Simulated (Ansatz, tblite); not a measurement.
# Tetraphenylsilane (C24H20Si): one state, many levels, part 1 of 2

Aim: run the singlet of tetraphenylsilane (C24H20Si) at one geometry on many levels, and compare frontier levels, spin and run time.

The runs use Ansatz 0.2.0, Gaussian basis; as each input shows.

The runs, in order: GFN1-xTB, GFN2-xTB, PBE-D4/def2-TZVP, r2SCAN-D4/def2-TZVP, r2SCANh-D4/def2-TZVP, LDA/def2-TZVP, B3LYP-D4/def2-TZVP, PBE-D4/def2-SVP, PBE0-D4/def2-SVP, HF/STO-3G, HF/6-31G, B3LYP-D4/6-31G, MP2/def2-SVP, RPA/def2-SVP.

## (1) The geometry

The geometry is that of the singlet, from an earlier relaxation (PBE-D4/def2-SVP).

SMILES `c1ccc([Si](c2ccccc2)(c2ccccc2)c2ccccc2)cc1`, 45 atoms, charge 0, spin multiplicity 1.

Bond lengths: C1–C2 1.404 Å, C1–C25 1.404 Å, C1–H26 1.101 Å, C2–C3 1.404 Å, C2–H27 1.101 Å, C3–C4 1.412 Å, C3–H28 1.102 Å, C4–Si5 1.892 Å, C4–C24 1.415 Å, Si5–C6 1.892 Å, Si5–C12 1.892 Å, Si5–C18 1.893 Å, C6–C7 1.412 Å, C6–C11 1.415 Å, C7–C8 1.404 Å, C7–H29 1.102 Å, C8–C9 1.404 Å, C8–H30 1.101 Å and more. Angles: C2–C1–C25 119.8°, C2–C1–H26 120.1°, C25–C1–H26 120.1°, C1–C2–C3 120.1°, C1–C2–H27 120.0°, C3–C2–H27 119.9°, C2–C3–C4 121.0°, C2–C3–H28 119.4°, C4–C3–H28 119.7°, C3–C4–Si5 122.1°, C3–C4–C24 118.1°, Si5–C4–C24 119.8°, C4–Si5–C6 110.1°, C4–Si5–C12 108.2°, C4–Si5–C18 110.1°, C6–Si5–C12 110.1°, C6–Si5–C18 108.3°, C12–Si5–C18 110.1° and more.

PBE0-D4/def2-TZVP was run before; its log isn't repeated, and its numbers join the tables.

## (2) GFN1-xTB

Tight binding, by tblite at 300 K electronic temperature and without a spin-polarisation term:

```python
tblite.interface.Calculator('GFN1-xTB', numbers, positions, charge=0, uhf=0).singlepoint()
```

Energy -1722.2230 eV, HOMO -11.48 eV, LUMO -7.69 eV; 0.08 s.

## (3) GFN2-xTB

Tight binding, by tblite at 300 K electronic temperature and without a spin-polarisation term:

```python
tblite.interface.Calculator('GFN2-xTB', numbers, positions, charge=0, uhf=0).singlepoint()
```

Energy -1720.3301 eV, HOMO -10.40 eV, LUMO -6.61 eV; 0.081 s.

## (4) PBE-D4/def2-TZVP

start.molden holds the orbitals of an earlier run on this state, given as this run's starting guess.

Input file in.yaml:

```yaml
crystal:
  periodic: [false, false, false]
  atoms:
    - {symbol: C, position_ang: [4.435544, -1.521810, 0.581527]}
    - {symbol: C, position_ang: [3.403591, -2.450584, 0.374368]}
    - {symbol: C, position_ang: [2.084200, -2.007289, 0.190495]}
    - {symbol: C, position_ang: [1.770905, -0.630433, 0.208324]}
    - {symbol: Si, position_ang: [-0.001161, -0.000214, -0.000481]}
    - {symbol: C, position_ang: [-0.731394, 0.455273, 1.684841]}
    - {symbol: C, position_ang: [0.081445, 0.687102, 2.816126]}
    - {symbol: C, position_ang: [-0.483007, 1.049109, 4.049609]}
    - {symbol: C, position_ang: [-1.874469, 1.187388, 4.173133]}
    - {symbol: C, position_ang: [-2.699696, 0.959246, 3.059944]}
    - {symbol: C, position_ang: [-2.131721, 0.593381, 1.829877]}
    - {symbol: C, position_ang: [0.040399, 1.522401, -1.123391]}
    - {symbol: C, position_ang: [0.862501, 1.523572, -2.274516]}
    - {symbol: C, position_ang: [0.893558, 2.626974, -3.141107]}
    - {symbol: C, position_ang: [0.105017, 3.756242, -2.866945]}
    - {symbol: C, position_ang: [-0.713019, 3.775218, -1.726325]}
    - {symbol: C, position_ang: [-0.744251, 2.667531, -0.864164]}
    - {symbol: C, position_ang: [-1.083332, -1.347939, -0.771408]}
    - {symbol: C, position_ang: [-1.420534, -1.345425, -2.142766]}
    - {symbol: C, position_ang: [-2.203531, -2.370831, -2.696421]}
    - {symbol: C, position_ang: [-2.663151, -3.420803, -1.886017]}
    - {symbol: C, position_ang: [-2.339781, -3.440173, -0.519549]}
    - {symbol: C, position_ang: [-1.560467, -2.410963, 0.030797]}
    - {symbol: C, position_ang: [2.824695, 0.291002, 0.411868]}
    - {symbol: C, position_ang: [4.144193, -0.148125, 0.600685]}
    - {symbol: H, position_ang: [5.471037, -1.868430, 0.722784]}
    - {symbol: H, position_ang: [3.628287, -3.528252, 0.350805]}
    - {symbol: H, position_ang: [1.284428, -2.746601, 0.021887]}
    - {symbol: H, position_ang: [1.174719, 0.574759, 2.734227]}
    - {symbol: H, position_ang: [0.167557, 1.219532, 4.921484]}
    - {symbol: H, position_ang: [-2.318285, 1.467986, 5.140954]}
    - {symbol: H, position_ang: [-3.792265, 1.060905, 3.152481]}
    - {symbol: H, position_ang: [-2.792397, 0.403061, 0.968180]}
    - {symbol: H, position_ang: [1.497421, 0.649652, -2.494309]}
    - {symbol: H, position_ang: [1.540990, 2.608562, -4.031660]}
    - {symbol: H, position_ang: [0.133015, 4.625916, -3.541660]}
    - {symbol: H, position_ang: [-1.327600, 4.661225, -1.503337]}
    - {symbol: H, position_ang: [-1.385311, 2.697980, 0.031780]}
    - {symbol: H, position_ang: [-1.071820, -0.523263, -2.788514]}
    - {symbol: H, position_ang: [-2.460763, -2.347186, -3.766784]}
    - {symbol: H, position_ang: [-3.280114, -4.223644, -2.318637]}
    - {symbol: H, position_ang: [-2.702288, -4.258421, 0.122041]}
    - {symbol: H, position_ang: [-1.326483, -2.431594, 1.107854]}
    - {symbol: H, position_ang: [2.612768, 1.372793, 0.414350]}
    - {symbol: H, position_ang: [4.950569, 0.585192, 0.757574]}
basis:
  gaussian: {orbitals: def2-TZVP, fitting: {mean_field: def2-universal-jkfit}, initial_orbitals: start.molden}
hamiltonian: {xc: pbe, dispersion: d4}
scf: {omitted_lower_state_checks: [starts]}
output: {orbitals: {seedname: orbitals}}
```

On the command line:

```
$ ansatz run in.yaml --threads 2 --pin off --events-out ev --progress --plain --max-ram 32768MiB --backend cuda --devices 0, --max-vram 18GiB
```

Output:

```text
Functional definition: PBE
  name "PBE"
  cite "Perdew, Burke & Ernzerhof, Phys. Rev. Lett. 77, 3865 (1996) doi:10.1103/PhysRevLett.77.3865"
  parent pbe
  parameter kappa = 0.804
  parameter beta = 0.06672455060314922
  exchange = pbe_x(kappa = kappa, mu = beta*pi^2/3)
  correlation = pbe_c(beta = beta)
these checks for a lower state are left out or cut short: starts
2288 factors; integrals over basis functions are off by at most 3.0e-1 eV
mean field evaluation 1: about -33063.8754 eV, gradient 2.0e1 eV
mean field evaluation 2: about -33064.2953 eV, gradient 4.0e-1 eV
mean field evaluation 4: about -33064.2847 eV, gradient 1.0e-3 eV
mean field -33064.28471060 eV, -1215.0900513374 hartree, gradient 2.3e-5 eV, S^2 0.000000; 0 other end points of the search recorded, 0 dependent functions left out
reference -33064.28480338 eV, -1215.0900547468 hartree; 89, 89 occupied and 812, 812 virtual orbitals, 2288 factors
Total energy: -33066.19364823 eV, -1215.1602035015 hartree
Checks for a lower state left out: starts
```

Wall time 14 s (1 × H100 (card shared with other runs) with 2 threads of AMD EPYC 7R13, shared host).

HOMO -6.11 eV, LUMO -1.74 eV.

## (5) r2SCAN-D4/def2-TZVP

Changes to in.yaml since step 4:

```diff
@@ -50,3 +50,3 @@
   gaussian: {orbitals: def2-TZVP, fitting: {mean_field: def2-universal-jkfit}, initial_orbitals: start.molden}
-hamiltonian: {xc: pbe, dispersion: d4}
+hamiltonian: {xc: r2scan, dispersion: d4}
 scf: {omitted_lower_state_checks: [starts]}
```

Launched as before.

Output:

```text
Functional definition: r2SCAN
  name "r2SCAN"
  cite "Furness, Kaplan, Ning, Perdew & Sun, J. Phys. Chem. Lett. 11, 8208 (2020) doi:10.1021/acs.jpclett.0c02405"
  cite "Furness, Kaplan, Ning, Perdew & Sun, J. Phys. Chem. Lett. 11, 9248 (2020) doi:10.1021/acs.jpclett.0c03077"
  parent r2scan
  parameter k0 = 0.174
  parameter k1 = 0.065
  parameter a1 = 4.9479
  exchange = r2scan_x(k0 = k0, k1 = k1, a1 = a1)
  correlation = r2scan_c
these checks for a lower state are left out or cut short: starts
2288 factors; integrals over basis functions are off by at most 3.0e-1 eV
mean field evaluation 1: about -33085.8293 eV, gradient 1.0e1 eV
mean field evaluation 2: about -33085.9825 eV, gradient 1.5e-1 eV
mean field evaluation 4: about -33086.0246 eV, gradient 5.1e-4 eV
mean field -33086.02464260 eV, -1215.8889791026 hartree, gradient 9.5e-6 eV, S^2 0.000000; 0 other end points of the search recorded, 0 dependent functions left out
reference -33086.02466882 eV, -1215.8889800661 hartree; 89, 89 occupied and 812, 812 virtual orbitals, 2288 factors
Total energy: -33086.61026250 eV, -1215.9105002370 hartree
Checks for a lower state left out: starts
```

It took 16 s on 1 × H100 (card shared with other runs) with 2 threads of AMD EPYC 7R13, shared host; peak host memory 1.2 GiB.

Report: HOMO -6.29 eV, LUMO -1.60 eV.

## (6) r2SCANh-D4/def2-TZVP

Changes to in.yaml since step 5:

```diff
@@ -50,4 +50,4 @@
   gaussian: {orbitals: def2-TZVP, fitting: {mean_field: def2-universal-jkfit}, initial_orbitals: start.molden}
-hamiltonian: {xc: r2scan, dispersion: d4}
+hamiltonian: {xc: {name: r2SCANh}, dispersion: d4}
 scf: {omitted_lower_state_checks: [starts]}
-output: {orbitals: {seedname: orbitals}}
+output: {forces: true, orbitals: {seedname: orbitals}}
```

Launched as before.

Output, cut to the lines that bear on the results:

```text
Functional definition: r2SCANh
  name "r2SCANh"
  cite "Bursch, Neugebauer, Ehlert & Grimme, J. Chem. Phys. 156, 134105 (2022) doi:10.1063/5.0086040"
  cite "Furness, Kaplan, Ning, Perdew & Sun, J. Phys. Chem. Lett. 11, 8208 (2020) doi:10.1021/acs.jpclett.0c02405"
  cite "Furness, Kaplan, Ning, Perdew & Sun, J. Phys. Chem. Lett. 11, 9248 (2020) doi:10.1021/acs.jpclett.0c03077"
  parent r2scan
[...]
2288 factors; integrals over basis functions are off by at most 3.0e-1 eV
[...]
mean field -33084.76641066 eV, -1215.8427399317 hartree, gradient 1.6e-5 eV, S^2 0.000000; 0 other end points of the search recorded, 0 dependent functions left out
[...]
reference -33084.76643470 eV, -1215.8427408153 hartree; 89, 89 occupied and 812, 812 virtual orbitals, 2288 factors
Total energy: -33085.38719958 eV, -1215.8655535035 hartree
[...]
Atom 36 at    -1.327600     4.661225    -1.503337 Å, force     0.347241    -0.500750    -0.131668 eV/Å
Atom 37 at    -1.385311     2.697980     0.031780 Å, force     0.369391    -0.014666    -0.496808 eV/Å
Atom 38 at    -1.071820    -0.523263    -2.788514 Å, force    -0.204450    -0.454550     0.366238 eV/Å
Atom 39 at    -2.460763    -2.347186    -3.766784 Å, force     0.145690    -0.019591     0.605266 eV/Å
Atom 40 at    -3.280114    -4.223644    -2.318637 Å, force     0.353898     0.457560     0.245031 eV/Å
Atom 41 at    -2.702288    -4.258421     0.122041 Å, force     0.204231     0.462524    -0.366290 eV/Å
Atom 42 at    -1.326483    -2.431594     1.107854 Å, force    -0.128923     0.024595    -0.585378 eV/Å
Atom 43 at     2.612768     1.372793     0.414350 Å, force     0.107589    -0.589642    -0.009619 eV/Å
Atom 44 at     4.950569     0.585192     0.757574 Å, force    -0.455118    -0.418487    -0.090015 eV/Å
Dipole moment:     0.000179     0.000114     0.000180 e Å
Checks for a lower state left out: starts
```

It took 18 s on 1 × H100 (card shared with other runs) with 2 threads of AMD EPYC 7R13, shared host; peak host memory 1.5 GiB.

From the report: HOMO -6.65 eV, LUMO -1.30 eV.

## (7) LDA/def2-TZVP

Changes to in.yaml since step 6:

```diff
@@ -50,4 +50,4 @@
   gaussian: {orbitals: def2-TZVP, fitting: {mean_field: def2-universal-jkfit}, initial_orbitals: start.molden}
-hamiltonian: {xc: {name: r2SCANh}, dispersion: d4}
+hamiltonian: {xc: lda}
 scf: {omitted_lower_state_checks: [starts]}
-output: {forces: true, orbitals: {seedname: orbitals}}
+output: {orbitals: {seedname: orbitals}}
```

Launched as before.

Output:

```text
Functional definition: SPW92
  name "SPW92"
  cite "Dirac, Proc. Camb. Phil. Soc. 26, 376 (1930) doi:10.1017/S0305004100016108"
  cite "Slater, Phys. Rev. 81, 385 (1951) doi:10.1103/PhysRev.81.385"
  cite "Perdew & Wang, Phys. Rev. B 45, 13244 (1992) doi:10.1103/PhysRevB.45.13244"
  exchange = slater_x
  correlation = pw_c
these checks for a lower state are left out or cut short: starts
2288 factors; integrals over basis functions are off by at most 3.0e-1 eV
mean field evaluation 1: about -32835.8277 eV, gradient 8.1e1 eV
mean field evaluation 2: about -32837.8827 eV, gradient 2.4e0 eV
mean field evaluation 4: about -32837.8943 eV, gradient 2.3e-1 eV
mean field evaluation 8: about -32837.8944 eV, gradient 1.4e-5 eV
mean field -32837.89441210 eV, -1206.7703613203 hartree, gradient 1.4e-5 eV, S^2 0.000000; 0 other end points of the search recorded, 0 dependent functions left out
reference -32837.89449523 eV, -1206.7703643754 hartree; 89, 89 occupied and 812, 812 virtual orbitals, 2288 factors
Total energy: -32837.89449523 eV, -1206.7703643754 hartree
Checks for a lower state left out: starts
```

It took 14 s on 1 × H100 (card shared with other runs) with 2 threads of AMD EPYC 7R13, shared host.

From the report: HOMO -6.32 eV, LUMO -2.00 eV.

## (8) B3LYP-D4/def2-TZVP

Changes to in.yaml since step 7:

```diff
@@ -50,3 +50,3 @@
   gaussian: {orbitals: def2-TZVP, fitting: {mean_field: def2-universal-jkfit}, initial_orbitals: start.molden}
-hamiltonian: {xc: lda}
+hamiltonian: {xc: {name: B3LYP}, dispersion: d4}
 scf: {omitted_lower_state_checks: [starts]}
```

The command is unchanged.

Output, cut to the lines that bear on the results:

```text
Functional definition: B3LYP
  name "B3LYP"
  cite "Stephens, Devlin, Chabalowski & Frisch, J. Phys. Chem. 98, 11623 (1994) doi:10.1021/j100096a001"
  cite "Becke, Phys. Rev. A 38, 3098 (1988) doi:10.1103/PhysRevA.38.3098"
  cite "Lee, Yang & Parr, Phys. Rev. B 37, 785 (1988) doi:10.1103/PhysRevB.37.785"
  cite "Vosko, Wilk & Nusair, Can. J. Phys. 58, 1200 (1980) doi:10.1139/p80-159"
[...]
2288 factors; integrals over basis functions are off by at most 3.0e-1 eV
[...]
mean field -33102.08430718 eV, -1216.4791608903 hartree, gradient 2.2e-5 eV, S^2 0.000000; 0 other end points of the search recorded, 0 dependent functions left out
reference -33102.08489142 eV, -1216.4791823606 hartree; 89, 89 occupied and 812, 812 virtual orbitals, 2288 factors
Total energy: -33105.07865631 eV, -1216.5892011912 hartree
Checks for a lower state left out: starts
```

Run time: 14 s. Hardware: 1 × H100 (card shared with other runs) with 2 threads of AMD EPYC 7R13, shared host.

From the report: HOMO -6.85 eV, LUMO -1.06 eV.

## (9) PBE-D4/def2-SVP

Changes to in.yaml since step 8:

```diff
@@ -49,4 +49,4 @@
 basis:
-  gaussian: {orbitals: def2-TZVP, fitting: {mean_field: def2-universal-jkfit}, initial_orbitals: start.molden}
-hamiltonian: {xc: {name: B3LYP}, dispersion: d4}
+  gaussian: {orbitals: def2-SVP, fitting: {mean_field: def2-universal-jkfit}, initial_orbitals: start.molden}
+hamiltonian: {xc: pbe, dispersion: d4}
 scf: {omitted_lower_state_checks: [starts]}
```

Launched as before.

Output:

```text
Functional definition: PBE
  name "PBE"
  cite "Perdew, Burke & Ernzerhof, Phys. Rev. Lett. 77, 3865 (1996) doi:10.1103/PhysRevLett.77.3865"
  parent pbe
  parameter kappa = 0.804
  parameter beta = 0.06672455060314922
  exchange = pbe_x(kappa = kappa, mu = beta*pi^2/3)
  correlation = pbe_c(beta = beta)
these checks for a lower state are left out or cut short: starts
2288 factors; integrals over basis functions are off by at most 2.2e-1 eV
mean field evaluation 1: about -33034.6453 eV, gradient 1.5e1 eV
mean field evaluation 2: about -33035.2330 eV, gradient 4.3e-1 eV
mean field evaluation 4: about -33035.2185 eV, gradient 9.2e-4 eV
mean field -33035.21846281 eV, -1214.0218864328 hartree, gradient 1.6e-5 eV, S^2 0.000000; 0 other end points of the search recorded, 0 dependent functions left out
reference -33035.21853362 eV, -1214.0218890350 hartree; 89, 89 occupied and 365, 365 virtual orbitals, 2288 factors
Total energy: -33037.12737847 eV, -1214.0920377897 hartree
Checks for a lower state left out: starts
```

It took 9 s on 1 × H100 (card shared with other runs) with 2 threads of AMD EPYC 7R13, shared host.

HOMO -6.05 eV, LUMO -1.60 eV.

(Continued in part 2 of 2.)
